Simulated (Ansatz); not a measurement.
**C₂H₉AlN₂: basis-set convergence**

Aim: see how fast density functionals converge with the basis set for C₂H₉AlN₂.

The runs use Ansatz 0.2.0, Gaussian basis; one geometry, several basis sets.

The runs, in order: PBE0-D4/def2-SVP; ωB97M-V/def2-SVP; PBE0-D4/def2-QZVPP; ωB97M-V/def2-QZVPP; the functionals' def2-TZVPP values are taken from earlier runs.

## (1) The relaxed structure

An earlier PBE0-D4 in a triple-zeta def2 set relaxation fixed the geometry.

14 atoms, charge 0, spin multiplicity 1.

Atoms are counted from 1 here; the program's logs count them from 0.

Bond lengths: C1–N2 1.440 Å, C1–H6 1.093 Å, C1–H7 1.100 Å, C1–H8 1.100 Å, N2–C3 1.441 Å, N2–Al4 1.775 Å, C3–H9 1.093 Å, C3–H10 1.100 Å, C3–H11 1.100 Å, Al4–N5 1.770 Å, Al4–H12 1.580 Å, N5–H13 1.006 Å, N5–H14 1.007 Å. Angles: N2–C1–H6 111.1°, N2–C1–H7 111.8°, N2–C1–H8 111.8°, H6–C1–H7 107.4°, H6–C1–H8 107.4°, H7–C1–H8 107.0°, C1–N2–C3 112.4°, C1–N2–Al4 124.9°, C3–N2–Al4 122.7°, N2–C3–H9 110.8°, N2–C3–H10 111.8°, N2–C3–H11 111.8°, H9–C3–H10 107.6°, H9–C3–H11 107.6°, H10–C3–H11 107.1°, N2–Al4–N5 120.5°, N2–Al4–H12 119.2°, N5–Al4–H12 120.3° and more.

## (2) PBE0-D4 in def2-SVP

Input file in.yaml:

```yaml
crystal:
  periodic: [false, false, false]
  atoms:
    - {symbol: C, position_ang: [-0.208911, 1.032685, -1.053857]}
    - {symbol: N, position_ang: [-0.335756, -0.174069, -0.279092]}
    - {symbol: C, position_ang: [-1.335076, -1.065869, -0.811242]}
    - {symbol: Al, position_ang: [0.611379, -0.553364, 1.173399]}
    - {symbol: N, position_ang: [1.818335, 0.589518, 1.781834]}
    - {symbol: H, position_ang: [0.555714, 1.691429, -0.634566]}
    - {symbol: H, position_ang: [-1.151545, 1.599493, -1.084984]}
    - {symbol: H, position_ang: [0.074170, 0.820714, -2.095816]}
    - {symbol: H, position_ang: [-1.407107, -1.973075, -0.205413]}
    - {symbol: H, position_ang: [-1.101659, -1.371693, -1.842114]}
    - {symbol: H, position_ang: [-2.331072, -0.598557, -0.830574]}
    - {symbol: H, position_ang: [0.366016, -1.924888, 1.918688]}
    - {symbol: H, position_ang: [2.054818, 1.486658, 1.392560]}
    - {symbol: H, position_ang: [2.377795, 0.411820, 2.599877]}
basis:
  gaussian: {orbitals: def2-SVP}
hamiltonian: {xc: pbe0, dispersion: d4}
output: {orbitals: {seedname: orbitals}}
```

Command:

```
$ ansatz run in.yaml --threads 4 --pin off --events-out ev --progress --plain --max-ram 10444MiB
```

Further steps of the session: ωB97M-V in def2-SVP; PBE0-D4 in def2-QZVPP; ωB97M-V in def2-QZVPP.

Q: Predict the results of all the runs planned. Wanted: PBE0-D4: double and triple zeta above quadruple; ωB97M-V: double and triple zeta above quadruple.

**Answer**, as computed:

| quantity | value |
| --- | --- |
| PBE0-D4: double and triple zeta above quadruple | 8.85, 0.54 eV |
| ωB97M-V: double and triple zeta above quadruple | 9.12, 0.52 eV |

For PBE0-D4 the step from double to triple zeta gains 8.31 eV and the next only 0.54 eV. These are total energies; as a rule much of such shifts cancels in differences, which this series doesn't test. The LUMO of ωB97M-V is positive and keeps falling with the basis (2.29 to 1.20 eV): an unbound level that the basis holds in place.
